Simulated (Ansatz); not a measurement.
# B2Te: one candidate of a structure search, part 2 of 2

Aim: relax a trial structure of B2Te and see where it ends.

Ansatz 0.2.0; DFT PBE, scalar-relativistic, plane waves, PAW. The steps go on from the part before.

## Step 4: Final relaxation

The end of the coarse run is made exact in the group found at a tolerance of 0.06 Å and reduced to its primitive cell.

The input, input.yaml:

```yaml
crystal:
  lattice:
    - [3.4460694051, 0.0, 0.0]
    - [-1.7230347026, 2.9843836481, 0.0]
    - [0.0, 0.0, 10.3598714222]
  atoms:
    - { symbol: B, position: [0.5, 0.0, 0.5] }
    - { symbol: B, position: [0.0, 0.5, 0.5] }
    - { symbol: B, position: [0.5, 0.5, 0.5] }
    - { symbol: B, position: [0.0, 0.0, 0.0] }
    - { symbol: Te, position: [0.0, 0.0, 0.19631492] }
    - { symbol: Te, position: [0.0, 0.0, 0.80368508] }
basis:
  ecutwfc: 420
kpoints:
  mp_grid: { grid: [12, 12, 4] }
hamiltonian:
  xc: pbe
scf:
  occupations: { method: gaussian, width: 0.1 }
output:
  forces: true
  stress: true
  eigenvalues: true
relax:
  adjacent_minimum: "off"
  f_tol: 0.01
  max_steps: 80
  cell: { stress_tol: 0.05 }
```

The run is started by

```sh
> ansatz run input.yaml --threads 1 --pin off --max-ram 2560MiB --backend cpu --events-out ev --progress --plain --runs-dir out
```

Log (excerpt; [...] marks lines left out):

```text
Warning: RAYON_NUM_THREADS=1 ignored (pool sized by the plan → 1); use --threads N
[...]
Pseudopotentials: kind: paw
Pseudopotential: B, paw, valence charge 3, recommended cutoff 420 eV (normal), B.paw.azcp
Pseudopotential: Te, paw, valence charge 16, recommended cutoff 420 eV (normal), Te.paw.azcp
Functional definition: PBE
[...]
Crystal: 6 atoms, lattice volume = 106.545 Å³
Basis set: ecut = 420 eV, 2039 PW (Γ), exchange–correlation on 48×48×144 points (8 copies of the dense FFT grid, shifted against one another)
Bands: 28, of which v1, the nominal top of the filled ones, is band 22 counted from 1 (21 counted from 0)
Symmetry: 24 space group operations
Space group: P6/mmm (ITA 191), of the structure as read, at distance tolerance 4.7e-5 Å
k-points: 57 of 576
[...]
SCF iter   1: F=—  HF=-14578.242706 eV  |F-HF|=—  |Δ(HF+E_count)|=         —  Δρ=9.10e-3  dr2=4.37e-1  ethr=1.77e-3  ⟨swp⟩=6.8  Hψ=7736  notcnv=0
[...]
        0.000000       0.003784       0.000000
        0.000000       0.000000       0.000543
  P = ⅓ Tr σ = 0.0027 GPa (0.027 kbar)
--- Band table (eV; the first three rows and the last of 57) ---
[... band rows left out ...]
[...]
--- Relaxed structure (2 steps of the walk, 2 accepted, 1 SCFs on fresh bases) ---
  F+E_penalty+E_count = -14578.20200924 eV   max|allowed force component| = 1.203e-3 eV/Å   (the final SCF, on the basis selected at the relaxed cell)
  cell:  # Å, volume = 106.6600 Å³
    - [3.4465438599148643, 2.8871419287479017e-11, 0.0]
    - [-1.7232719299824357, 2.9847945379291123, 0.0]
    - [0.0, 0.0, 10.368201398680501]
  atoms:
    - { symbol: B, position: [0.5, 8.077935669463161e-28, 0.5] }
    - { symbol: B, position: [0.0, 0.5, 0.5] }
    - { symbol: B, position: [0.5, 0.5000000000000001, 0.5] }
    - { symbol: B, position: [2.012530759510478e-34, -2.4858316956634527e-36, 1.7442336368547736e-21] }
    - { symbol: Te, position: [1.8879364964355774e-34, 5.391803937123964e-37, 0.19623326678270467] }
    - { symbol: Te, position: [1.9162044076999408e-34, 3.711241665042017e-37, 0.8037667332172956] }
```

Wall time 52 s (1 thread of Arm Neoverse N1, shared host); peak memory 0.43 GiB.

Step by step:

| step | E - E(step 1) (eV/cell) | largest force component (eV/Å) | pressure (GPa) | volume (Å³) |
| --- | --- | --- | --- | --- |
| 1 | 0.0000 | 0.0140 | 0.07 | 106.54 |
| 2 | 0.0001 | 0.0012 | 0.00 | 106.66 |
| 3 | 0.0000 | 0.0012 | 0.00 | 106.66 |

Step 1 is the start. Step 3 repeats the geometry before it on a plane-wave basis chosen anew for that cell, so its energy need not be comparable with the rows above.

|  | before | after | change |
| --- | --- | --- | --- |
| a (Å) | 3.446 | 3.447 | 0.0 % |
| b (Å) | 3.446 | 3.447 | 0.0 % |
| c (Å) | 10.360 | 10.368 | +0.1 % |
| volume (Å³/atom) | 17.76 | 17.78 | +0.1 % |
| shortest distance (Å) | 1.723 | 1.723 | 0.0 % |
| space group (0.01 Å) | P6/mmm | P6/mmm | same |

Forces and stress were held to the start's 24 operations: a distortion of lower symmetry was not tested.

## Step 5: Summary of results

This closing draws on all 2 parts. Changes of volume or cell count from the first structure of part 1.

```
                              quantity                                                                        value
symmetry at the end (tolerance 0.05 Å)                                                 space group P6/mmm (No. 191)
                     conventional cell  a = 3.447 Å, b = 3.447 Å, c = 10.368 Å, α = 90.00°, β = 90.00°, γ = 120.00°
                                volume                                                                17.78 Å³/atom
              energy over the elements                                                                +0.90 eV/atom
                       gap on the mesh                                                                 none (metal)
```

The space group P6/mmm (No. 191) is kept, and the volume per atom shrinks by 11.6 % from the first guess. With a positive formation energy it can't be a ground state. No finished test with a distortion of lower symmetry is shown, so the end may be a saddle point. The runs treat Te without spin-orbit coupling. Layers here are held mostly by dispersion, which this level lacks, so their spacing and the stiffness across them are unreliable there.
